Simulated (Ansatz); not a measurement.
# CH₄AlBrFN: one species, many methods

One table from this session's results is given with a row withheld; the runs are named, their logs left out.

Program: Ansatz 0.2.0, Gaussian basis. Level of theory: functionals in def2-TZVPP, the program's frozen cores in correlated methods. These are calculated values, not measurements.

Levels to be run: LDA (SPW92), PBE-D4, revPBE-D4, BLYP-D4, r2SCAN-D4, B97M-V, PBE0-D4, B3LYP-D4, r2SCANh-D4, r2SCAN0-D4, HSE06-D4, BHLYP-D4, CAM-B3LYP-D4, LC-ωPBE, ωB97X-V, ωB97M-V, B2PLYP, PBE-QIDH; CCSD(T)/def2-SVP; CCSD(T)/def2-TZVPP; MP2/def2-QZVPP; extrapolation to the limit; RPA on PBE.

**Structure used throughout**

An earlier PBE0-D4 in a triple-zeta def2 set relaxation fixed the geometry.

SMILES `C[NH][Al]([F])[Br]`, 9 atoms, charge 0, spin multiplicity 1.

Atoms are counted from 1 here; the program's logs count them from 0.

Bond lengths: C1–N2 1.450 Å, C1–H6 1.095 Å, C1–H7 1.092 Å, C1–H8 1.095 Å, N2–Al3 1.748 Å, N2–H9 1.009 Å, Al3–F4 1.643 Å, Al3–Br5 2.238 Å. Angles: N2–C1–H6 112.0°, N2–C1–H7 110.0°, N2–C1–H8 112.0°, H6–C1–H7 107.3°, H6–C1–H8 108.0°, H7–C1–H8 107.3°, C1–N2–Al3 128.1°, C1–N2–H9 112.7°, Al3–N2–H9 119.2°, N2–Al3–F4 119.5°, N2–Al3–Br5 121.1°, F4–Al3–Br5 119.4°.

The first run:

File in.yaml:

```yaml
crystal:
  periodic: [false, false, false]
  atoms:
    - {symbol: C, position_ang: [-0.789398, -0.925490, 0.574386]}
    - {symbol: N, position_ang: [-0.131485, 0.350845, 0.370692]}
    - {symbol: Al, position_ang: [0.996457, 0.794899, -0.888602]}
    - {symbol: F, position_ang: [1.418437, -0.313742, -2.025171]}
    - {symbol: Br, position_ang: [1.876064, 2.850580, -0.978058]}
    - {symbol: H, position_ang: [-0.533647, -1.369177, 1.542774]}
    - {symbol: H, position_ang: [-0.480369, -1.631414, -0.198792]}
    - {symbol: H, position_ang: [-1.880071, -0.838522, 0.520170]}
    - {symbol: H, position_ang: [-0.387389, 1.035722, 1.065402]}
basis:
  gaussian: {orbitals: def2-TZVPP}
hamiltonian: {xc: lda}
output: {orbitals: {seedname: orbitals}}
```

Among the steps run: LDA; PBE-D4 (GGA); revPBE-D4 (GGA); BLYP-D4 (GGA); r2SCAN-D4 (meta-GGA); B97M-V (meta-GGA); PBE0-D4 (hybrid); B3LYP-D4 (hybrid); r2SCANh-D4 (hybrid); r2SCAN0-D4 (hybrid); HSE06-D4 (hybrid); BHLYP-D4 (hybrid); CAM-B3LYP-D4 (range-separated); LC-ωPBE (range-separated); ωB97X-V (range-separated); ωB97M-V (range-separated); B2PLYP (double hybrid); PBE-QIDH (double hybrid).

One table of the session follows, with a row left open; its other results are not shown here.

It belongs to the step «Orbital energies across the functionals». 

| functional | HOMO (eV) | gap (eV) |
| --- | --- | --- |
| LDA (SPW92) | -6.09 | 4.29 |
| PBE-D4 | -5.93 | 4.41 |
| revPBE-D4 | -5.86 | 4.49 |
| BLYP-D4 | -5.80 | 4.35 |
| r2SCAN-D4 | -6.19 | 5.12 |
| B97M-V | -6.25 | 4.97 |
| PBE0-D4 | -7.27 | 6.61 |
| B3LYP-D4 | -7.05 | 6.09 |
| r2SCANh-D4 | -6.70 | 5.90 |
| r2SCAN0-D4 | -7.46 | 7.05 |
| HSE06-D4 | -6.87 | 5.83 |
| BHLYP-D4 | -8.55 | 8.65 |
| CAM-B3LYP-D4 | ? | ? |
| LC-ωPBE | -10.09 | 11.60 |
| ωB97X-V | -9.71 | 11.01 |
| ωB97M-V | -9.61 | 10.59 |

Q: Estimate the row for CAM-B3LYP-D4 from the others.

The run gave: HOMO (eV): -8.69; gap (eV): 8.92. In the column «HOMO (eV)» it lies between ωB97M-V (-9.61) and BHLYP-D4 (-8.55).
